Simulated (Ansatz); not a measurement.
# Cu4Re3: the cost of one run

Computed with Ansatz 0.2.0 (DFT PBE, scalar-relativistic, plane waves, PAW, unless a step's input says otherwise).

## Step 1: The structure to begin with

The structure is cubic, space group Pm-3m (No. 221). Conventional cell: a = 4.618 Å, b = 4.618 Å, c = 4.618 Å, α = 90.00°, β = 90.00°, γ = 90.00°. Cu (site symmetry m-3m) has 6 Re at 2.31 Å in its first shell of neighbours. Cu (site symmetry 4/mmm) has 4 Re at 2.31 Å in its first shell of neighbours. Re (site symmetry 4/mmm) is surrounded by 6 Cu at 2.31 Å.

Coordinates:

```
Cu Re
1.0
     4.61848    0.00000    0.00000
     0.00000    4.61848    0.00000
     0.00000    0.00000    4.61848
Cu Re
4 3
Direct
  0.00000 0.00000 0.00000
  0.00000 0.50000 0.50000
  0.50000 0.00000 0.50000
  0.50000 0.50000 0.00000
  0.50000 0.00000 0.00000
  0.00000 0.50000 0.00000
  0.00000 0.00000 0.50000
```

A structure generator made this guess: random cell by space group and Wyckoff sites (Pm-3m, No. 221). Lengths come from tabulated atomic sizes and are only a guess.

## Step 2: Probe: one point on a coarse mesh

input.yaml reads:

```yaml
crystal:
  lattice:
    - [4.61847787, 0.0, 0.0]
    - [0.0, 4.61847787, 0.0]
    - [0.0, 0.0, 4.61847787]
  atoms:
    - { symbol: Cu, position: [0.0, 0.0, 0.0] }
    - { symbol: Cu, position: [0.0, 0.5, 0.5] }
    - { symbol: Cu, position: [0.5, 0.0, 0.5] }
    - { symbol: Cu, position: [0.5, 0.5, 0.0] }
    - { symbol: Re, position: [0.5, 0.0, 0.0] }
    - { symbol: Re, position: [0.0, 0.5, 0.0] }
    - { symbol: Re, position: [0.0, 0.0, 0.5] }
basis:
  ecutwfc: 420
kpoints:
  mp_grid: { grid: [4, 4, 4] }
hamiltonian:
  xc: pbe
scf:
  occupations: { method: gaussian, width: 0.1 }
  lower_state_search: "off"
output:
  forces: true
  stress: true
  eigenvalues: true
```

Launch:

```console
ansatz run input.yaml --threads 1 --pin off --max-ram 2560MiB --backend cpu --events-out ev --progress --plain --runs-dir out
```

Q: Estimate wall time and peak memory on 1 thread of Intel Xeon Platinum 8488C (Sapphire Rapids), shared host.

About 4.2 s, with a peak of 0.43 GiB.
